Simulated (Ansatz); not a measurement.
# Rb₃Cd, space group Fm-3m: a comparison of functionals at one structure

Program: Ansatz's Python interface.

At the Python prompt:
```pycon
>>> from dataclasses import dataclass
>>> import csv
>>> import ansatz as az
>>> @dataclass
... class Options:
...     tolerance: float = 1e-07
...     mesh: tuple[int, ...] = (4, 4, 4)
...     occupations: str = "fermi_dirac"
...     width_ev: float = 0.05
...
>>> settings = Options()
>>> cell = (
...     az.Lattice.fcc(10.002012)
...     .space_group(225)
...     .atom("Rb", (0.25, 0.75, 0.75))
...     .atom("Rb", (0.5, 0.0, 0.0))
...     .atom("Cd", (0.0, 0.0, 0.0))
...     .primitive()
... )
>>> cell.resolved().tree()["lattice"]
((6.124465990416709e-16, 5.001006, 5.001006), (5.001006, 3.0622329952083546e-16, 5.001006), (5.001006, 5.001006, 0.0))
>>> job = (
...     cell.calculation()
...     .scf(tolerance=settings.tolerance)
...     .kpoints(mesh=settings.mesh)
...     .occupations(settings.occupations, width=settings.width_ev)
...     .forces()
...     .stress()
... )
>>> rows = []
>>> for value in ["blyp", "lda", "pbesol"]:
...     data = job.functional(value).run(threads=1).report
...     rows.append((value, data["free_energy_ev"] / len(data["lattice"]["sites"]), data["n_iterations"], sum(data["stress_gpa"][i][i] for i in range(3)) / 3, max(abs(f) for row in data["forces_ev_ang"] for f in row), data["n_kpoints"]))
...
DeckWarning: basis.ecutwfc = 420 eV, auto-derived from the records' recommended cutoffs: set by Rb (normal level)
DeckWarning: output.stress: scf.convergence.dr2_threshold = 1e-7 eV (the SCF's general default) is looser than the 4e-10 eV advised for a printed stress (1e-10 eV for each atom of the cell: 4). What [...]
>>> with open("xc.csv", "w", newline="") as handle:
...     writer = csv.writer(handle)
...     writer.writerow(["functional", "F/atom (eV)", "iterations", "P (GPa)", "max component (eV/A)", "k-points"])
...     writer.writerows([round(v, 5) if isinstance(v, float) else v for v in row] for row in rows)
...
73
>>> print(open("xc.csv").read())
functional,F/atom (eV),iterations,P (GPa),max component (eV/A),k-points
blyp,-4527.30954,8,0.29422,0.0,8
lda,-4407.41439,8,-0.8177,0.0,8
pbesol,-4458.65517,6,-0.37069,0.0,8
```

From lowest to highest: LDA (-0.8 GPa), PBEsol (-0.4 GPa) and BLYP (0.3 GPa). At a fixed cell a lower pressure usually means a smaller equilibrium volume, so LDA prefers the smallest cell and BLYP the largest.

Caveats:
- BLYP can be off by several per cent in the lattices of metals, and by several GPa in the pressure at a fixed cell.
- The mesh is modest for a metal, so energies can be off by several to tens of meV an atom and pressures by half a GPa or more; differences at equal mesh fare better.
- Forces vanish by symmetry here and test nothing.
- Pressure is positive in compression.
- This cell is a computed structure, which may not be the phase found in nature.
- Warnings are shown shortened and without file and line.
- Total energies of different functionals can't be compared; pressures, moments and gaps at this one structure can.
- The whole script took 8.5 s on 1 thread of Arm Neoverse V1, on a shared host, peak memory 0.49 GiB.

(Lines on the test bed's own set-up are left out of the output.)
